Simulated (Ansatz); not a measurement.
# Si2P: the cost of one run

Program: Ansatz 0.2.0. Level of theory: DFT PBE, scalar-relativistic, plane waves, PAW. These are calculated values, not measurements.

## (1) The system as given

It takes space group P-6m2 (No. 187, hexagonal). The conventional cell has a = 4.661 Å, b = 4.661 Å, c = 2.851 Å, α = 90.00°, β = 90.00°, γ = 120.00°. Si (site symmetry -6m2) has 3 P at 2.69 Å and 8 Si at 2.85 to 3.05 Å as nearest neighbours. Around Si (site symmetry -6m2) lie 8 Si at 2.85 to 3.05 Å and 6 P at 3.05 Å. P (site symmetry -6m2) is surrounded by 9 Si at 2.69 to 3.05 Å and 2 P at 2.85 Å.

Structure file:

```
Si P
1.0
     4.66055    0.00000    0.00000
    -2.33028    4.03616    0.00000
     0.00000    0.00000    2.85127
Si P
2 1
Direct
  0.00000 0.00000 0.50000
  0.33333 0.66667 0.00000
  0.66667 0.33333 0.50000
```

Recipe of the guess: species swapped into a database cell of In2Bi (P-6m2, No. 187), with Si on the In sites and P on the Bi sites. Lengths come from tabulated atomic sizes and are only a guess.

## (2) A first look at the guess

Input file input.yaml:

```yaml
crystal:
  lattice:
    - [4.66055094, 0.0, 0.0]
    - [-2.33027547, 4.03615551, 0.0]
    - [0.0, 0.0, 2.85126758]
  atoms:
    - { symbol: Si, position: [0.0, 0.0, 0.5] }
    - { symbol: Si, position: [0.33333333, 0.66666667, 0.0] }
    - { symbol: P, position: [0.66666667, 0.33333333, 0.5] }
basis:
  ecutwfc: 420
kpoints:
  mp_grid: { grid: [6, 6, 6] }
hamiltonian:
  xc: pbe
scf:
  occupations: { method: gaussian, width: 0.1 }
  lower_state_search: "off"
output:
  forces: true
  stress: true
  eigenvalues: true
```

Launch:

```
$ ansatz run input.yaml --threads 1 --pin off --max-ram 2560MiB --backend cpu --events-out ev --progress --plain --runs-dir out
```

Q: Estimate wall time and peak memory on 1 thread of AMD EPYC 7R43 (Zen 3), shared host.

About 2.4 s, with a peak of 0.36 GiB.
